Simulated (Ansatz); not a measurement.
# Lower states of Ni: further starts and searches

Aim: test whether Ni has a self-consistent state below the best one that plain SCF starts reached, by the runs listed below. System: Ni, the deposited crystal structure (space group Fm-3m, primitive cell doubled); the cell holds 2 atoms. Source: COD entry 4320504; the sample's temperature and pressure aren't taken into account.

Method: DFT PBE, PAW, plane waves, scalar-relativistic, in Ansatz 0.2.0.

### 1 The starting structure

It takes space group Fm-3m (No. 225, cubic). Conventional cell: a = 3.538 Å, b = 3.538 Å, c = 3.538 Å, α = 90.00°, β = 90.00°, γ = 90.00°. Ni (site symmetry m-3m) has 12 Ni at 2.50 Å as nearest neighbours.

As a file:

```xyz
2
Lattice="-1.7692 -3.5384 -1.7692 -1.7692 0.0000 -1.7692 1.7692 0.0000 -1.7692" Properties=species:S:1:pos:R:3 pbc="T T T"
Ni    0.0000    0.0000    0.0000
Ni    0.0000   -1.7692   -1.7692
```

Atoms are counted from 1 in the order of input.yaml (Ni2 and so on).

Known so far: 8 plain starts ended in 2 states. The lowest came from “parallel moments, Broyden mixing, no switch to direct minimisation [Ni1 2.00, Ni2 2.00 μB]”: ferromagnetic, site moments Ni1 0.66, Ni2 0.66 μB, total 1.25 μB per cell, no gap on the k-mesh, free energy -11679.4932 eV.

Runs to come: parallel moments, default search for lower states; opposed moments +-, default search for lower states; the moments typed in its input, symmetry off, plain SCF; the moments typed in its input, standard search for lower states; the moments typed in its input, symmetry off, default search.

“Plain SCF” means no search for lower states. The default search runs further SCF cycles only where the state itself hints at a lower one. The standard and full searches may also try other magnetic orders and fillings, and need not reach the lowest state. With a search on, the program may also reshape the start on open shells. 

The total moment includes the space between the atomic spheres.

### 2 Parallel moments, default search for lower states

Contents of input.yaml:

```yaml
crystal:
  lattice:
    - [-1.7692, -3.5384, -1.7692]
    - [-1.7692, 0.0, -1.7692]
    - [1.7692, 0.0, -1.7692]
  atoms:
    - { symbol: Ni, position: [0.0, 0.0, 0.0], spin: 2.0 }
    - { symbol: Ni, position: [0.5, 0.0, 0.5], spin: 2.0 }
magnetization:
  spin_polarized: true
hamiltonian:
  xc: pbe
  pseudopotentials: { kind: paw }
basis:
  ecutwfc: 420
kpoints:
  mp_grid: { grid: [8, 14, 11] }
scf:
  occupations: { method: fermi_dirac, width: 0.1 }
output:
  forces: true
  stress: true
```

The log of the run, shortened:

```text
Warning: crystal.symmetry: narrowed to the stabiliser of the k-point mesh — unitary ops 32 → 8; excluded 24 operations that carry a point of the 8×14×11 mesh (shift [0, 0, 0]) off the mesh (the run samples exactly the mesh kpoints.mp_grid names, as under crystal.symmetry.detect: false, [...]
Pseudopotentials: kind: paw
Pseudopotential: Ni, paw, valence charge 18, recommended cutoff 420 eV (normal), Ni.paw.azcp
Functional definition: PBE
[...]
Crystal: 2 atoms, lattice volume = 22.151 Å³
Basis set: ecut = 420 eV, 403 PW (Γ), exchange–correlation on 60×36×36 points (8 copies of the dense FFT grid, shifted against one another)
Bands: 24, of which v1, the nominal top of the filled ones, is band 18 counted from 1 (17 counted from 0)
Symmetry: 8 space group operations
k-points: 348 of 1232
[...]
Starting moments: Σ|m| = 4 μB on 2 of 2 sites
[...]
SCF iter   1: F=—  HF=-11678.308327 eV  |F-HF|=—  |Δ(HF+E_count)|=         —  Δρ=1.63e-1 (↑1.63e-1 ↓8.71e-2)  dr2=1.06e0  dr2_m=3.09e0  M=1.893 μB ∫|m|=2.039 μB  β_m=0.30  ethr=2.95e-3  ⟨swp⟩=1.0  Hψ=82225  notcnv=0
[...]
SCF iter  10: F=-11679.493212 eV  HF=-11679.493212 eV  |F-HF|=8.91e-11  |Δ(HF+E_count)|=  2.71e-10  Δρ=1.02e-6 (↑2.28e-7 ↓1.02e-6)  dr2=1.40e-10  dr2_m=3.62e-11  M=1.248 μB ∫|m|=1.429 μB  ethr=1.00e-12  ⟨swp⟩=1.3  Hψ=46195  notcnv=0
[...]
SCF converged after 10 iterations
Magnetization: 1.2481 μB (18.6240 up, 17.3760 down)
Absolute magnetization: 1.4307 μB (∫|ρ↑−ρ↓|, with the PAW one-centre terms)
Spin contamination: 0.0139 ħ² per cell (⟨S²⟩ above its minimum at these occupations)
Per-site moments (μB) at R_I (Å): [(0.6626277338562232, 1.032085986752073), (0.662627733856223, 1.032085986752073)]
Free energy (F): -11679.493212 eV
[...]
E sigma→0 (E₀):  -11679.438336 eV
Entropy (-TS):   -0.109751 eV (-54.875 meV/atom)
Fermi energy:    17.770001 eV
[... 24 lines left out: energy terms, forces, stress ...]
```

It took 12 s on 2 threads of an x86-64 CPU, shared host; peak memory 0.67 GiB.

The run ends in the same state as step 1 (ferromagnetic); it took 10 iterations.

### 3 Opposed moments +-, default search for lower states

input.yaml, as its differences from that of step 2:

```diff
@@ -7,3 +7,3 @@
     - { symbol: Ni, position: [0.0, 0.0, 0.0], spin: 2.0 }
-    - { symbol: Ni, position: [0.5, 0.0, 0.5], spin: 2.0 }
+    - { symbol: Ni, position: [0.5, 0.0, 0.5], spin: -2.0 }
 magnetization:
```

The log of the run, shortened:

```text
Warning: crystal.symmetry: narrowed to the stabiliser of the k-point mesh — unitary ops 16 → 4; excluded 12 operations that carry a point of the 8×14×11 mesh (shift [0, 0, 0]) off the mesh (the run samples exactly the mesh kpoints.mp_grid names, as under crystal.symmetry.detect: false, [...]
[... 11 lines as in an earlier run ...]
Symmetry: 4 space group operations
[... 5 lines as in an earlier run ...]
Starting moments: Σ|m| = 4 μB on 2 of 2 sites
[... 2 lines as in an earlier run ...]
spin-down is spin-up translated by (0.5, 0, 0.5): one eigenproblem is solved per k-point and the antiferromagnetic symmetry of the starting moments is kept exactly by this SCF (crystal.symmetry.spin_inversion_symmetry: false solves both channels; [...]
SCF iter   1: F=—  HF=-11678.540350 eV  |F-HF|=—  |Δ(HF+E_count)|=         —  Δρ=2.08e-1 (↑2.08e-1 ↓2.08e-1)  dr2=1.00e0  dr2_m=8.39e0  M=0.000 μB ∫|m|=1.049 μB  β_m=0.30  ethr=2.79e-3  ⟨swp⟩=1.3  Hψ=41587  notcnv=0
[...]
Starting moments: Σ|m| = 4 μB on 2 of 2 sites; this step starts from the density that it was given
[...]
SCF iter   2: F=-11679.493212 eV  HF=-11679.493212 eV  |F-HF|=2.13e-9  |Δ(HF+E_count)|=   3.06e-9  Δρ=4.02e-6 (↑3.20e-6 ↓4.02e-6)  dr2=3.09e-9  dr2_m=9.41e-10  M=-1.248 μB ∫|m|=1.429 μB  ethr=7.42e-11  ⟨swp⟩=3.7  Hψ=44703  notcnv=0
[...]
the run went on to a lower state, not held to the crystal's whole symmetry: an SCF along what the orbitals of the run's state read of its open shells (or to have them read: on a GPU, or by another smearing), with the run's symmetry operations kept and the antiferromagnet's [...]
WARN: the starting moments were not kept: 1 of 2 ended reversed and 1 kept their direction, counting a site from 0.1 of the cell's largest site moment. The largest reversed, site 0 (counted from 0, in the order of the report's site_moments_mub), started with +2.0 μB and closes at -6.6e-1 [...]
SCF converged after 2 iterations
Magnetization: -1.2481 μB (17.3760 up, 18.6240 down)
Absolute magnetization: 1.4307 μB (∫|ρ↑−ρ↓|, with the PAW one-centre terms)
Spin contamination: 0.0139 ħ² per cell (⟨S²⟩ above its minimum at these occupations)
Per-site moments (μB) at R_I (Å): [(-0.662635965543317, 1.032085986752073), (-0.6626343279176218, 1.032085986752073)]
Free energy (F): -11679.493212 eV
[...]
E sigma→0 (E₀):  -11679.438336 eV
Entropy (-TS):   -0.109750 eV (-54.875 meV/atom)
Fermi energy:    17.770011 eV
[... 29 lines left out: energy terms, forces, stress, bands ...]
```

It took 66 s on 2 threads of an x86-64 CPU, shared host; peak memory 1.5 GiB.

Nothing new: the 19 iterations lead to the state found in step 1 (ferromagnetic).

### 4 The moments typed in its input, symmetry off, plain SCF

input.yaml, as its differences from that of step 3:

```diff
@@ -7,3 +7,4 @@
     - { symbol: Ni, position: [0.0, 0.0, 0.0], spin: 2.0 }
-    - { symbol: Ni, position: [0.5, 0.0, 0.5], spin: -2.0 }
+    - { symbol: Ni, position: [0.5, 0.0, 0.5], spin: 2.0 }
+  symmetry: { detect: false, time_reversal: true }
 magnetization:
@@ -19,2 +20,3 @@
   occupations: { method: fermi_dirac, width: 0.1 }
+  lower_state_search: "off"
 output:
```

The log of the run, shortened:

```text
[... 11 lines as in an earlier run ...]
Symmetry: 1 space group operations
k-points: 618 of 1232 (time reversal used)
[... 4 lines as in an earlier run ...]
Starting moments: Σ|m| = 4 μB on 2 of 2 sites
[... 2 lines as in an earlier run ...]
[...]
SCF iter   1: F=—  HF=-11678.941149 eV  |F-HF|=—  |Δ(HF+E_count)|=         —  Δρ=1.27e-1 (↑1.13e-1 ↓1.27e-1)  dr2=2.67e-2  dr2_m=2.93e0  M=1.876 μB ∫|m|=2.089 μB  β_m=0.30  ethr=7.42e-5  ⟨swp⟩=1.0  Hψ=145722  notcnv=0
[...]
spin-set hold released at iteration 1 (the charge has settled, or the pull on large starting moments outlasts its swing): the magnetisation degrees of freedom join the quasi-Newton model from the next iteration; the mixer history was flushed
[...]
SCF iter  12: F=-11679.493212 eV  HF=-11679.493212 eV  |F-HF|=2.93e-9  |Δ(HF+E_count)|=  3.29e-10  Δρ=4.92e-6 (↑1.49e-6 ↓4.92e-6)  dr2=3.46e-9  dr2_m=6.29e-10  M=1.248 μB ∫|m|=1.429 μB  ethr=6.60e-11  ⟨swp⟩=2.0  Hψ=85380  notcnv=0
[...]
SCF converged after 12 iterations
an eigenvalue changed by more than its tolerance at an iteration that met the thresholds in force, so the SCF went on 1 time: the last check found none over its tolerance
Magnetization: 1.2481 μB (18.6240 up, 17.3760 down)
Absolute magnetization: 1.4307 μB (∫|ρ↑−ρ↓|, with the PAW one-centre terms)
Spin contamination: 0.0139 ħ² per cell (⟨S²⟩ above its minimum at these occupations)
Per-site moments (μB) at R_I (Å): [(0.6626217642231709, 1.032085986752073), (0.6626275849772566, 1.032085986752073)]
Free energy (F): -11679.493212 eV
[...]
E sigma→0 (E₀):  -11679.438337 eV
Entropy (-TS):   -0.109750 eV (-54.875 meV/atom)
Fermi energy:    17.770031 eV
[... 24 lines left out: energy terms, forces, stress ...]
```

It took 40 s on 2 threads of an x86-64 CPU, shared host; peak memory 0.91 GiB.

Nothing new: the 12 iterations lead to the state found in step 1 (ferromagnetic).

### 5 The moments typed in its input, standard search for lower states

input.yaml, as its differences from that of step 4:

```diff
@@ -8,3 +8,2 @@
     - { symbol: Ni, position: [0.5, 0.0, 0.5], spin: 2.0 }
-  symmetry: { detect: false, time_reversal: true }
 magnetization:
@@ -20,3 +19,3 @@
   occupations: { method: fermi_dirac, width: 0.1 }
-  lower_state_search: "off"
+  lower_state_search: standard
 output:
```

The log of the run, shortened:

```text
[... 1 line as in an earlier run ...]
the run goes by scf.lower_state_search standard: where its kind and settings allow, a search for a lower-energy state can add stability tests and further SCF calculations, which can take several times, in some runs tens of times, as long as the SCF (see the manual's entry of the key); [...]
[... 17 lines as in an earlier run ...]
Starting moments: Σ|m| = 4 μB on 2 of 2 sites
[... 3 lines as in an earlier run ...]
SCF iter   1: F=—  HF=-11678.308327 eV  |F-HF|=—  |Δ(HF+E_count)|=         —  Δρ=1.63e-1 (↑1.63e-1 ↓8.71e-2)  dr2=1.06e0  dr2_m=3.09e0  M=1.893 μB ∫|m|=2.039 μB  β_m=0.30  ethr=2.95e-3  ⟨swp⟩=1.0  Hψ=82225  notcnv=0
[...]
SCF iter  10: F=-11679.493212 eV  HF=-11679.493212 eV  |F-HF|=8.91e-11  |Δ(HF+E_count)|=  2.71e-10  Δρ=1.02e-6 (↑2.28e-7 ↓1.02e-6)  dr2=1.40e-10  dr2_m=3.62e-11  M=1.248 μB ∫|m|=1.429 μB  ethr=1.00e-12  ⟨swp⟩=1.3  Hψ=46195  notcnv=0
[...]
SCF converged after 10 iterations
Magnetization: 1.2481 μB (18.6240 up, 17.3760 down)
Absolute magnetization: 1.4307 μB (∫|ρ↑−ρ↓|, with the PAW one-centre terms)
Spin contamination: 0.0139 ħ² per cell (⟨S²⟩ above its minimum at these occupations)
Per-site moments (μB) at R_I (Å): [(0.6626277338562232, 1.032085986752073), (0.662627733856223, 1.032085986752073)]
Free energy (F): -11679.493212 eV
[...]
E sigma→0 (E₀):  -11679.438336 eV
Entropy (-TS):   -0.109751 eV (-54.875 meV/atom)
Fermi energy:    17.770001 eV
[... 24 lines left out: energy terms, forces, stress ...]
```

Wall time 12 s (2 threads of an x86-64 CPU, shared host); peak memory 0.67 GiB.

This is the state of step 1 again (ferromagnetic), after 10 iterations.

### 6 The moments typed in its input, symmetry off, default search

input.yaml, as its differences from that of step 5:

```diff
@@ -8,2 +8,3 @@
     - { symbol: Ni, position: [0.5, 0.0, 0.5], spin: 2.0 }
+  symmetry: { detect: false, time_reversal: true }
 magnetization:
@@ -19,3 +20,2 @@
   occupations: { method: fermi_dirac, width: 0.1 }
-  lower_state_search: standard
 output:
```

The log of the run, shortened:

```text
[... 17 lines as in an earlier run ...]
Starting moments: Σ|m| = 4 μB on 2 of 2 sites
[... 3 lines as in an earlier run ...]
SCF iter   1: F=—  HF=-11678.308334 eV  |F-HF|=—  |Δ(HF+E_count)|=         —  Δρ=1.63e-1 (↑1.63e-1 ↓8.71e-2)  dr2=1.06e0  dr2_m=3.09e0  M=1.893 μB ∫|m|=2.039 μB  β_m=0.30  ethr=2.95e-3  ⟨swp⟩=1.0  Hψ=145703  notcnv=0
[...]
SCF iter  11: F=-11679.493212 eV  HF=-11679.493212 eV  |F-HF|=1.05e-8  |Δ(HF+E_count)|=  8.29e-10  Δρ=5.97e-6 (↑2.02e-6 ↓5.97e-6)  dr2=1.08e-8  dr2_m=8.09e-10  M=1.248 μB ∫|m|=1.429 μB  ethr=6.39e-12  ⟨swp⟩=1.7  Hψ=89966  notcnv=0
[...]
SCF converged after 11 iterations
Magnetization: 1.2481 μB (18.6240 up, 17.3760 down)
Absolute magnetization: 1.4307 μB (∫|ρ↑−ρ↓|, with the PAW one-centre terms)
Spin contamination: 0.0139 ħ² per cell (⟨S²⟩ above its minimum at these occupations)
Per-site moments (μB) at R_I (Å): [(0.6626153487715248, 1.032085986752073), (0.6626392425194578, 1.032085986752073)]
Free energy (F): -11679.493212 eV
[...]
E sigma→0 (E₀):  -11679.438336 eV
Entropy (-TS):   -0.109751 eV (-54.875 meV/atom)
Fermi energy:    17.770010 eV
[... 24 lines left out: energy terms, forces, stress ...]
```

It took 39 s on 2 threads of an x86-64 CPU, shared host; peak memory 0.96 GiB.

The run ends in the same state as step 1 (ferromagnetic); it took 11 iterations.

### 7 All ends together

| step | iterations | state | moments of Ni1 Ni2 (μB) | total (μB) | gap (eV) | pressure (GPa) | above lowest (meV/atom) |
| --- | --- | --- | --- | --- | --- | --- | --- |
| 1 | 14 | 1 | 0.66 0.66 | 1.25 | none | -2.9 | 0.0 |
| 2 | 10 | 1 | 0.66 0.66 | 1.25 | none | -2.9 | 0.0 |
| 3 | 19 | 1 | -0.66 -0.66 | -1.25 | none | -2.9 | 0.0 |
| 4 | 12 | 1 | 0.66 0.66 | 1.25 | none | -2.9 | 0.0 |
| 5 | 10 | 1 | 0.66 0.66 | 1.25 | none | -2.9 | 0.0 |
| 6 | 11 | 1 | 0.66 0.66 | 1.25 | none | -2.9 | 0.0 |

States are numbered from the lowest. Starts by step: 2 parallel moments, default search for lower states; 3 opposed moments +-, default search for lower states; 4 the moments typed in its input, symmetry off, plain SCF; 5 the moments typed in its input, standard search for lower states; 6 the moments typed in its input, symmetry off, default search. Step 1 is the best of the earlier plain starts.

The 5 runs of this session took 2.8 min in all, from 12 s to 66 s each.

Decimal logarithm of the largest residual (eV) by iteration, counted through all cycles of a run:

| iteration | step 2 | step 3 | step 4 | step 5 | step 6 |
| --- | --- | --- | --- | --- | --- |
| 1 | 0.5 | 0.9 | 0.5 | 0.5 | 0.5 |
| 2 | 0.3 | 0.7 | 0.3 | 0.3 | 0.3 |
| 3 | -0.2 | 1.1 | -0.9 | -0.2 | -0.2 |
| 4 | -1.2 | -1.2 | -2.3 | -1.2 | -1.2 |
| 5 | -4.2 | -1.8 | -3.0 | -4.2 | -4.1 |
| 6 | -4.0 | -2.8 | -2.8 | -4.0 | -2.7 |
| 8 | -7.4 | -5.3 | -5.0 | -7.4 | -5.7 |
| 9 | -9.5 | -6.3 | -5.9 | -9.5 | -6.9 |
| 11 | - | -9.1 | -7.6 | - | -8.0 |
| 12 | - | -9.2 | -8.5 | - | - |
| 14 | - | -2.3 | - | - | - |
| 16 | - | -7.6 | - | - | - |
| 17 | - | -7.6 | - | - | - |
| 19 | - | -8.5 | - | - | - |

### 8 Results

```
         quantity                                                      value
  distinct states  1 from 6 converged runs, the best start of step 1 counted
     lowest state                                              ferromagnetic
      its moments                                      Ni1 0.66, Ni2 0.66 μB
     total moment                                           1.25 μB per cell
gap on the k-mesh                                                       none
         pressure                                                   -2.9 GPa
    largest force                                                 0.000 eV/Å
```

In words: No run goes below the best plain start. The 6 converged runs end in 1 distinct state. A lower state than any found can't be excluded. The mesh has less symmetry than the lattice, which lowers the symmetry of the run.
